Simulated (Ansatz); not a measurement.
# RbPd (F-43m) in Ansatz: convergence with wavefunction cutoff

Aim: find how far wavefunction cutoff must go before the results for RbPd settle, at PBEsol. This setting moves, with any that are tied to it; all else stays.

Everything below comes from runs of Ansatz 0.2.0. Logs are shortened: lines on timing, memory, paths and dates and some standing lists are left out, and cuts for length are marked.

## 1. Starting point

The structure is cubic, space group F-43m (No. 216). Conventional cell: a = 6.473 Å, b = 6.473 Å, c = 6.473 Å, α = 90.00°, β = 90.00°, γ = 90.00°. Rb (site symmetry -43m) has 4 Pd at 2.80 Å as nearest neighbours. Around Pd (site symmetry -43m) lie 4 Rb at 2.80 Å.

The cell was built by a generator and needn't be a form met in nature.

## 2. With wavefunction cutoff 200 eV

input.yaml reads:

```yaml
crystal:
  lattice:
    - [0.0, 3.23648287, 3.23648287]
    - [3.23648287, 0.0, 3.23648287]
    - [3.23648287, 3.23648287, 0.0]
  atoms:
    - { symbol: Rb, position: [0.0, 0.0, 0.0] }
    - { symbol: Pd, position: [0.75, 0.75, 0.75] }
hamiltonian:
  xc: pbesol
  pseudopotentials: { kind: paw_fr }
magnetization:
  noncollinear: true
  spin_orbit: true
kpoints:
  mp_grid: { grid: [6, 6, 6] }
scf:
  occupations: { method: cold, width: 0.1 }
output:
  forces: true
  stress: true
  eigenvalues: true
basis:
  ecutwfc: "200 eV"
```

Potentials or basis: Ansatz PAW.

Launch:

```
$ ansatz run input.yaml --threads 2 --pin off --max-ram 5632MiB --backend cpu --events-out ev --progress --plain --runs-dir out
```

It took 2.1 s on 2 threads of Arm Neoverse V2, shared host; peak memory 0.34 GiB.

Results:

- Free energy: -10112.5037 eV
- Pressure: 2.7 GPa
- Band gap on the k mesh: none (metal or under the smearing width)

## 3. With wavefunction cutoff 250 eV

Changes to input.yaml since step 2:

```diff
@@ -23,2 +23,2 @@
 basis:
-  ecutwfc: "200 eV"
+  ecutwfc: "250 eV"
```

Potentials or basis: Ansatz PAW.

Launch:

```
$ ansatz run input.yaml --threads 2 --pin off --max-ram 5632MiB --backend cpu --events-out ev --progress --plain --runs-dir out
```

It took 2.4 s on 2 threads of Arm Neoverse V2, shared host; peak memory 0.36 GiB.

What came out:

```
Free energy            : -10122.3039 eV
Pressure               : 2.7 GPa
Band gap on the k mesh : none (metal or under the smearing width)
```

## 4. With wavefunction cutoff 300 eV

Changes to input.yaml since step 3:

```diff
@@ -23,2 +23,2 @@
 basis:
-  ecutwfc: "250 eV"
+  ecutwfc: "300 eV"
```

Launch:

```
$ ansatz run input.yaml --threads 2 --pin off --max-ram 5632MiB --backend cpu --events-out ev --progress --plain --runs-dir out
```

It took 3.1 s on 2 threads of Arm Neoverse V2, shared host; peak memory 0.39 GiB.

Results:

| Item | Value |
| --- | --- |
| Free energy | -10123.8452 eV |
| Pressure | 2.7 GPa |
| Band gap on the k mesh | none (metal or under the smearing width) |

## 5. With wavefunction cutoff 350 eV

Changes to input.yaml since step 4:

```diff
@@ -23,2 +23,2 @@
 basis:
-  ecutwfc: "300 eV"
+  ecutwfc: "350 eV"
```

Launch:

```
$ ansatz run input.yaml --threads 2 --pin off --max-ram 5632MiB --backend cpu --events-out ev --progress --plain --runs-dir out
```

It took 3.7 s on 2 threads of Arm Neoverse V2, shared host; peak memory 0.42 GiB.

What came out:

* Free energy: -10124.0276 eV
* Pressure: 2.7 GPa
* Band gap on the k mesh: none (metal or under the smearing width)

## 6. With wavefunction cutoff 400 eV

Changes to input.yaml since step 5:

```diff
@@ -23,2 +23,2 @@
 basis:
-  ecutwfc: "350 eV"
+  ecutwfc: "400 eV"
```

Potentials or basis: Ansatz PAW.

Launch:

```
$ ansatz run input.yaml --threads 2 --pin off --max-ram 5632MiB --backend cpu --events-out ev --progress --plain --runs-dir out
```

Wall time 4.7 s (2 threads of Arm Neoverse V2, shared host); peak memory 0.45 GiB.

Results (log left out):

```yaml
Free_energy: -10124.0371 eV
Pressure: 2.7 GPa
Band_gap_on_the_k_mesh: none (metal or under the smearing width)
```

## 7. With wavefunction cutoff 450 eV

Changes to input.yaml since step 6:

```diff
@@ -23,2 +23,2 @@
 basis:
-  ecutwfc: "400 eV"
+  ecutwfc: "450 eV"
```

Launch:

```
$ ansatz run input.yaml --threads 2 --pin off --max-ram 5632MiB --backend cpu --events-out ev --progress --plain --runs-dir out
```

Run time: 4.9 s. Hardware: 2 threads of Arm Neoverse V2, shared host; peak memory 0.47 GiB.

It converged, with:

```
Free energy            : -10124.0378 eV
Pressure               : 2.7 GPa
Band gap on the k mesh : none (metal or under the smearing width)
```

## 8. With wavefunction cutoff 500 eV

Changes to input.yaml since step 7:

```diff
@@ -23,2 +23,2 @@
 basis:
-  ecutwfc: "450 eV"
+  ecutwfc: "500 eV"
```

Launch:

```
$ ansatz run input.yaml --threads 2 --pin off --max-ram 5632MiB --backend cpu --events-out ev --progress --plain --runs-dir out
```

Run time: 5.6 s. Hardware: 2 threads of Arm Neoverse V2, shared host; peak memory 0.51 GiB.

Results (log left out):

- Free energy: -10124.0387 eV
- Pressure: 2.7 GPa
- Band gap on the k mesh: none (metal or under the smearing width)

## 9. With wavefunction cutoff 600 eV

Changes to input.yaml since step 8:

```diff
@@ -23,2 +23,2 @@
 basis:
-  ecutwfc: "500 eV"
+  ecutwfc: "600 eV"
```

Potentials or basis: Ansatz PAW.

Launch:

```
$ ansatz run input.yaml --threads 2 --pin off --max-ram 5632MiB --backend cpu --events-out ev --progress --plain --runs-dir out
```

Run time: 6.9 s. Hardware: 2 threads of Arm Neoverse V2, shared host; peak memory 0.57 GiB.

Results (log left out):

* Free energy: -10124.0391 eV
* Pressure: 2.7 GPa
* Band gap on the k mesh: none (metal or under the smearing width)

## 10. With wavefunction cutoff 800 eV

Changes to input.yaml since step 9:

```diff
@@ -23,2 +23,2 @@
 basis:
-  ecutwfc: "600 eV"
+  ecutwfc: "800 eV"
```

Potentials or basis: Ansatz PAW.

Launch:

```
$ ansatz run input.yaml --threads 2 --pin off --max-ram 5632MiB --backend cpu --events-out ev --progress --plain --runs-dir out
```

What it wrote:

```text
Warning: RAYON_NUM_THREADS=2 ignored (pool sized by the plan → 2); use --threads N
Engine: ansatz 0.2.0, aarch64-unknown-linux-gnu
Pseudopotentials: kind: paw_fr
Pseudopotential: Rb, paw_fr, valence charge 9, recommended cutoff 420 eV (normal), Rb.paw.azcp#standard-fr
Pseudopotential: Pd, paw_fr, valence charge 18, recommended cutoff 420 eV (normal), Pd.paw.azcp#standard-fr
Functional definition: PBEsol
  exchange = pbesol_x
  correlation = pbesol_c
non-collinear run that drives no moment, with spin-orbit: no starting moment large enough to seed its density (crystal.atoms[].spin), no starting occupations that ask for one, no magnetisation constraint and no magnetic field, so the semilocal B_xc is pinned to zero
Crystal: 2 atoms, lattice volume = 67.803 Å³
Basis set: ecut = 800 eV, 3479 PW (Γ), exchange–correlation on 90×90×90 points (8 copies of the dense FFT grid, shifted against one another)
Bands: 36, of which v1, the nominal top of the filled ones, is band 27 counted from 1 (26 counted from 0)
Symmetry: 24 space group operations + 24 with time reversal
Magnetic group: BNS 216.75 (UNI 1577), of the structure as read, at distance tolerance 4.1e-5 Å
k-points: 16 of 216 (time reversal used)
Projection manifold: j_resolved (fully-relativistic pseudo-atomic orbitals)
Non-local potential: Rb, projectors of the file, l = 0: 3, l = 1: 4, l = 2: 4
Non-local potential: Pd, projectors of the file, l = 0: 2, l = 1: 4, l = 2: 4, l = 3: 2
PAW form: soft (Blöchl's): semilocal exchange-correlation on the pseudo side does not see the compensation charge
PAW frozen core: Rb, regenerated for the run's functional, and the local potential with it (the file was generated under x = pbe(κ = 0.804, μ = 0.2195149727645171), c = pbe(β = 0.06672455060314922))
PAW frozen core: Pd, regenerated for the run's functional, and the local potential with it (the file was generated under x = pbe(κ = 0.804, μ = 0.2195149727645171), c = pbe(β = 0.06672455060314922))
PAW one-centre angular grid: Rb, 110 points (default); XC on 64 Gauss nodes
PAW one-centre angular grid: Pd, 590 points (default); XC on 64 Gauss nodes
Initial density: superposition of atomic densities (chi_scale 0.1, normalization cell, long waves kept (reshape's long-wave potential 0.00 eV rms))
Initial wavefunctions: pseudopotential atomic-orbital guess
Functional: x = pbesol(κ = 0.804, μ = 0.12345679012345678), c = pbesol(β = 0.046)
SCF iter   1: F=—  HF=-10128.549877 eV  |F-HF|=—  |Δ(HF+E_count)|=         —  Δρ=1.84e-1  dr2=3.75e1  dr2_m=0.00e0 (ungated)  ethr=3.10e-3  |M|=0.00e0 ∫|m|=0.00e0 μB  |m|>n=0.0e0 m-floor=0.0e0 τ_xc=0.0e0  β_m=0.30  ⟨swp⟩=9.1  Hψ=3322  notcnv=0  defer=7
preconditioner: auto → Kerker (q_TF=auto, 2.340 Å⁻¹)  [metal: Δε(μ)=0.021 eV  Ē_g=8.203 eV  σ=0.100 eV  W_gap=0.14  n_scr=14 (ndim 8)  ℏωp=18.6 eV  f_vac=0.072  D(μ)=9.42/eV (n_scr^D=136)]
spin=Noncollinear: Kerker preconditioning applied to the charge; magnetization (m_x, m_y, m_z) channels mix plain (no charge-response kernel on spin).
SCF iter   2: F=—  HF=-10124.165912 eV  |F-HF|=—  |Δ(HF+E_count)|=    4.38e0  S|Δr|=    0.00e0  Δρ=2.54e-2  dr2=4.58e-1  dr2_m=0.00e0 (ungated)  ethr=3.10e-3  |M|=0.00e0 ∫|m|=0.00e0 μB  |m|>n=0.0e0 m-floor=0.0e0 τ_xc=0.0e0  β_m=0.30  ⟨swp⟩=3.1  Hψ=1464  notcnv=0  defer=38
SCF iter   3: F=—  HF=-10124.107126 eV  |F-HF|=—  |Δ(HF+E_count)|=   5.88e-2  S|Δr|=    0.00e0  Δρ=1.81e-2  dr2=2.48e-1  dr2_m=0.00e0 (ungated)  ethr=1.70e-3  |M|=0.00e0 ∫|m|=0.00e0 μB  |m|>n=0.0e0 m-floor=0.0e0 τ_xc=0.0e0  β_m=0.65  ⟨swp⟩=1.1  Hψ=634  notcnv=0  defer=38
SCF iter   4: F=—  HF=-10124.039864 eV  |F-HF|=—  |Δ(HF+E_count)|=   6.73e-2  S|Δr|=    0.00e0  Δρ=3.29e-3  dr2=7.52e-3  dr2_m=0.00e0 (ungated)  ethr=9.17e-4  |M|=0.00e0 ∫|m|=0.00e0 μB  |m|>n=0.0e0 m-floor=0.0e0 τ_xc=0.0e0  β_m=0.83  ⟨swp⟩=3.0  Hψ=1168  notcnv=0  defer=38
[... 7 lines left out ...]
SCF converged after 10 iterations
Stability not checked: this state was not tested for a lower state beside it, because cold or Methfessel-Paxton smearing, or corrected tetrahedra, fill the levels in a way that the test cannot read (fill_not_monotonic; see scf.lower_state_search)
Magnetization: |M| = 0.0000 μB,  M = (+0.0000, +0.0000, +0.0000) μB
Absolute magnetization: 0.0000 μB (∫|m|)
  site 0: m = (+0.0000, +0.0000, +0.0000) μB, |m| = 0.0000 μB  (R = 1.16 Å)
  site 1: m = (+0.0000, +0.0000, +0.0000) μB, |m| = 0.0000 μB  (R = 1.16 Å)
Free energy (F): -10124.039425 eV
Harris-Foulkes:  -10124.039425 eV  (|F-HF|=1.57e-8)
Internal energy: -10124.037522 eV  (E = F + TS)
E sigma→0 (E₀):  -10124.038791 eV
Entropy (-TS):   -0.001902 eV (-0.951 meV/atom)
Fermi energy:    6.640694 eV
--- Per-component energies (eV) ---
  E_band       = -421.781584
  E_kinetic    = 714.762278
  E_local      = -3838.049472  (includes V_loc(G=0)·N_el)
  E_nonlocal   = 396.834710
  E_hartree    = 1512.161066
  E_xc         = -295.940899
  E_vxc        = -346.157399  (∫ρ·V_xc dr)
  E_paw        = -6259.850956  (= ΣΔE_a)
  E_vpaw       = -373.504433  (= ΣTr[D̂ρ^β])
  E_aug_tail   = 0.000012  (compensation charges beyond the density's cutoff)
  E_ewald      = -2354.382743
  E_core_change = 0.428481  (= ΣΔE_core)
  E_smearing   = -0.001902  (= −TS)
  E_closure    = 0.000000  (closes the sum)
  Σ components = -10124.039425   (vs F -10124.039425, Δ=0.00e0)
--- Forces (eV/Å), atoms counted from 1 ---
  atom   1  Rb     0.00000000    -0.00000000     0.00000000
  atom   2  Pd    -0.00000000     0.00000000     0.00000000
  max |Σ_I F_I| component: 2.43e-16 eV/Å
--- Stress (GPa, compression-positive) ---
        2.743607       0.000000      -0.000000
        0.000000       2.743607       0.000000
       -0.000000       0.000000       2.743607
  P = ⅓ Tr σ = 2.7436 GPa (27.436 kbar)
--- Band table (eV; the first three rows and the last of 16) ---
  k-point 0: bands = ["-76.3609", "-76.3609", "-45.3083", "-45.3083", "-40.8447", "-40.8447", "-40.8447", "-40.8447", "-20.5063", "-20.5063", "-5.3113", "-5.3113", "-4.4553", "-4.4553", "-4.4553", "-4.4553", "4.1473", "4.1473", "4.6737", "4.6737", "4.6737", "4.6737", "5.2516", "5.2516", "5.2516", "5.2516", "5.3726", "5.3726", "10.5658", "10.5658", "10.7874", "10.7874", "10.7874", "10.7874", "14.3244", "14.3244"]
  k-point 1: bands = ["-76.3609", "-76.3609", "-45.3084", "-45.3084", "-40.8449", "-40.8449", "-40.8447", "-40.8447", "-20.5008", "-20.5008", "-5.3327", "-5.3327", "-4.5038", "-4.5038", "-4.4577", "-4.4568", "4.5363", "4.5363", "4.5921", "4.6656", "4.6656", "4.7438", "5.1511", "5.2002", "5.2002", "5.3233", "5.3600", "5.3600", "9.9425", "9.9425", "10.8104", "10.8104", "10.9534", "10.9611", "13.8692", "13.8978"]
  k-point 2: bands = ["-76.3609", "-76.3609", "-45.3085", "-45.3085", "-40.8453", "-40.8453", "-40.8448", "-40.8448", "-20.4898", "-20.4898", "-5.3789", "-5.3789", "-4.5881", "-4.5881", "-4.4617", "-4.4608", "4.5851", "4.5851", "4.6000", "4.7775", "4.9588", "4.9588", "5.0737", "5.2712", "5.2820", "5.2820", "5.7497", "5.7497", "8.8688", "8.8688", "11.0069", "11.0069", "11.1369", "11.1458", "13.9815", "13.9848"]
  k-point 15: bands = ["-76.3608", "-76.3608", "-45.3087", "-45.3086", "-40.8456", "-40.8453", "-40.8451", "-40.8451", "-20.4779", "-20.4764", "-5.4296", "-5.4049", "-4.6429", "-4.6109", "-4.5280", "-4.5255", "4.3779", "4.4279", "4.6273", "4.7036", "4.8046", "4.8924", "5.0304", "5.1259", "5.2106", "5.3234", "7.6896", "7.7719", "8.5243", "8.5257", "10.4142", "10.5007", "10.5766", "10.6330", "12.8962", "12.9219"]
```

It took 11 s on 2 threads of Arm Neoverse V2, shared host; peak memory 0.7 GiB.

What came out:

* Free energy: -10124.0394 eV
* Pressure: 2.7 GPa
* Band gap on the k mesh: none (metal or under the smearing width)

## 11. Result

```csv
wavefunction cutoff,"energy less the tightest run, at zero smearing (meV/atom)",pressure (GPa),SCF cycles,CPU time (s),peak memory (GiB)
200 eV,5767.92,2.74,10,4,0.34
250 eV,867.75,2.70,10,4.5,0.36
300 eV,97.11,2.69,10,6,0.39
350 eV,5.94,2.74,10,7.2,0.42
400 eV,1.17,2.75,10,9.2,0.45
450 eV,0.79,2.75,10,9.6,0.47
500 eV,0.35,2.75,10,11,0.51
600 eV,0.19,2.74,10,13,0.57
800 eV,0.00,2.74,10,21,0.7
```

Against the tightest run, the energy stays within 1 meV/atom from 450 eV on; the pressure stays within 0.1 GPa from 200 eV on. The tightest run that finished is the yardstick and may itself not be fully converged.

Caveats: the PAW data sets come from PBE, with cores solved anew for the run's functional, which leaves a small shift of forces and pressure.
